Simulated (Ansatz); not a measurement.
**SnO (P4/nmm): a single-point run**

The task is a single-point run on SnO (P4/nmm). The structure is shown as the input types it.

Program: Ansatz 0.2.0. Level of theory: DFT PBE, scalar-relativistic, plane waves, PAW. These are calculated values, not measurements.

## Step 1: The structure to begin with

Symmetry: P4/nmm, No. 129, tetragonal system. The conventional cell has a = 3.868 Å, b = 3.868 Å, c = 5.068 Å, α = 90.00°, β = 90.00°, γ = 90.00°. Sn (site symmetry 4mm) has 4 O at 2.25 Å in its first shell of neighbours. O (site symmetry -4m2) has 4 Sn at 2.25 Å in its first shell of neighbours.

Coordinates:

```cif
data_structure
_symmetry_space_group_name_H-M 'P 1'
_symmetry_Int_Tables_number 1
_cell_length_a 3.8683
_cell_length_b 3.8683
_cell_length_c 5.0676
_cell_angle_alpha 90.000
_cell_angle_beta 90.000
_cell_angle_gamma 90.000
_cell_volume 75.83
loop_
_atom_site_label
_atom_site_type_symbol
_atom_site_fract_x
_atom_site_fract_y
_atom_site_fract_z
_atom_site_occupancy
Sn1 Sn 0.00000 0.50000 0.22872 1
Sn2 Sn 0.50000 0.00000 0.77128 1
O1 O 0.00000 0.00000 0.00000 1
O2 O 0.50000 0.50000 0.00000 1
```

## Step 2: Running it

File input.yaml:

```yaml
crystal:
  lattice:
    - [3.8682528639, 0.0, 0.0]
    - [0.0, 3.8682528639, 0.0]
    - [0.0, 0.0, 5.0676297782]
  atoms:
    - { symbol: Sn, position: [0.0, 0.5, 0.2287171844] }
    - { symbol: Sn, position: [0.5, 0.0, 0.7712828156] }
    - { symbol: O, position: [0.0, 0.0, 0.0] }
    - { symbol: O, position: [0.5, 0.5, 0.0] }
basis:
  ecutwfc: 420
  ecutrho_ratio: 4
kpoints:
  mp_grid: { grid: [10, 10, 8] }
hamiltonian:
  xc: pbe
scf:
  occupations: { method: gaussian, width: 0.05 }
  mixing: { algorithm: broyden, beta: 1.0, ndim: 1, preconditioner: none }
  max_iter: 60
output:
  forces: true
  stress: true
```

Command:

```sh
> ansatz run input.yaml --threads 2 --pin off --max-ram 2662MiB --backend cpu --events-out ev --progress --plain --runs-dir out
```

**Question.** How will this run end, and is anything wrong with its input?

The run converged and reported no error. Convergence says nothing about whether the input makes sense.

The suspect setting: scf.mixing.algorithm is broyden; scf.mixing.beta is 1.0; scf.mixing.ndim is 1; scf.mixing.preconditioner is none. What could go wrong: mixing too aggressive. Here it converged all the same; such a setting changes the road, not the converged state. Several mixing settings were changed at once, so this run can't tell how much each is to blame.

To check: delete scf.mixing.algorithm, scf.mixing.beta, scf.mixing.ndim and scf.mixing.preconditioner (the default then holds).
